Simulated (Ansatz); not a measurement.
A nudged elastic band was laid between two geometries of a periodic cell of 17 atoms, LiSi$_{16}$ (host Si, host structure diamond, interstitial Li), cell charge +1.

Computed with DFT PBE-D3(BJ), scalar-relativistic, plane waves, PAW (Ansatz 0.2.0). Settings: PAW set soft_1, cutoff 420 eV, k mesh 2x2x2, gaussian smearing 0.05 eV, no spin polarisation.

| Quantity | Value |
| --- | --- |
| movable images | 5 |
| climbing image | yes |
| spring | 2.0 eV/Å² |
| optimiser | quadratic models (default) |
| start path | IDPP |
| force threshold | 0.05 eV/Å |
| iteration limit | 52 |
| end points | relaxed |

Initial state:

```xyz
17
Lattice="0.0000 5.4300 5.4300 5.4300 0.0000 5.4300 5.4300 5.4300 0.0000" Properties=species:S:1:pos:R:3
Si 0.039 -0.039 -0.039
Si 1.387 1.309 1.310
Si 2.753 2.676 -0.018
Si 4.120 4.042 1.310
Si 2.753 -0.018 2.676
Si 4.120 1.309 4.043
Si 5.447 2.676 2.676
Si 6.801 4.058 4.059
Si 0.060 2.676 2.676
Si 1.387 4.042 4.043
Si 2.753 5.369 2.676
Si 4.136 6.724 4.058
Si 2.753 2.676 5.370
Si 4.136 4.058 6.724
Si 5.468 5.391 5.391
Si 6.801 6.724 6.724
Li 8.182 8.108 8.108
```

Final state:

```xyz
17
Lattice="0.0000 5.4300 5.4300 5.4300 0.0000 5.4300 5.4300 5.4300 0.0000" Properties=species:S:1:pos:R:3
Si -0.035 0.037 -0.059
Si 1.346 1.424 1.293
Si 2.672 2.760 -0.043
Si 4.008 4.086 1.293
Si 2.698 0.042 2.675
Si 4.028 1.403 4.044
Si 5.390 2.733 2.676
Si 6.769 4.093 4.055
Si -0.035 2.776 2.680
Si 1.333 4.098 4.049
Si 2.656 5.467 2.680
Si 4.008 6.854 4.061
Si 2.682 2.750 5.398
Si 4.029 4.103 6.744
Si 5.390 5.472 5.414
Si 6.759 6.833 6.744
Li 10.815 5.477 8.100
```

(1) What changes between the two ends?

(2) Give the energies along the band, and the barrier.

(3) What is the geometry of the highest image?

Results:

(1) Contacts lost: Si3–Li17, Si13–Li17, Si14–Li17, Si16–Li17. Contacts made: Si1–Li17, Si2–Li17, Si4–Li17, Si15–Li17. The atom that moves furthest is Li17, by 3.72 Å.

(2) It converged. The highest image is number 2 of 0 to 6, 0.58 eV above the ends, which have the same energy within 2 meV. The profile has 2 maxima (images 2, 5) with wells between them (image 3): this band takes more than one step, which may be the mechanism or a detour left from its start path. By the program's own check the climbing image is of a kind that is not told: the force calls were inconclusive, a negative curvature could not be distinguished from the path's own, the only one lies far off the path, or fixed occupations may fill a level only in part (lowest curvatures found: -2.18 and 0.83 eV/Å²). Limits of this set-up: charged cell in a uniform background, uncorrected.

```tsv
image	path coordinate (Å)	energy (eV)	Si3–Li17 (Å)	Si13–Li17 (Å)	Si14–Li17 (Å)
0	0.00	0.00	2.73	2.74	2.39
1	0.63	0.25	3.06	2.50	2.33
2	1.26	0.58	3.52	2.35	2.34
3	2.18	0.08	4.29	2.35	2.59
4	3.09	0.29	4.43	2.79	3.09
5	4.00	0.48	4.53	3.68	3.78
6	4.91	0.00	4.70	4.68	4.49
```

(3) 
```xyz
17
Lattice="0.0000 5.4300 5.4300 5.4300 0.0000 5.4300 5.4300 5.4300 0.0000" Properties=species:S:1:pos:R:3
Si -0.069 0.069 0.096
Si 1.394 1.364 1.392
Si 2.774 2.656 0.010
Si 4.066 4.036 1.392
Si 2.774 -0.018 2.684
Si 4.066 1.364 4.064
Si 5.448 2.656 2.684
Si 6.906 3.953 3.981
Si 0.093 2.745 2.773
Si 1.276 4.154 4.182
Si 2.685 5.337 2.773
Si 4.155 6.705 4.139
Si 2.685 2.745 5.365
Si 4.155 4.111 6.733
Si 5.562 5.298 5.326
Si 6.749 6.705 6.733
Li 8.850 7.440 7.468
```

The run took 8.3 min on 1 thread of Arm Neoverse V2 (shared host), peak memory 0.83 GiB.
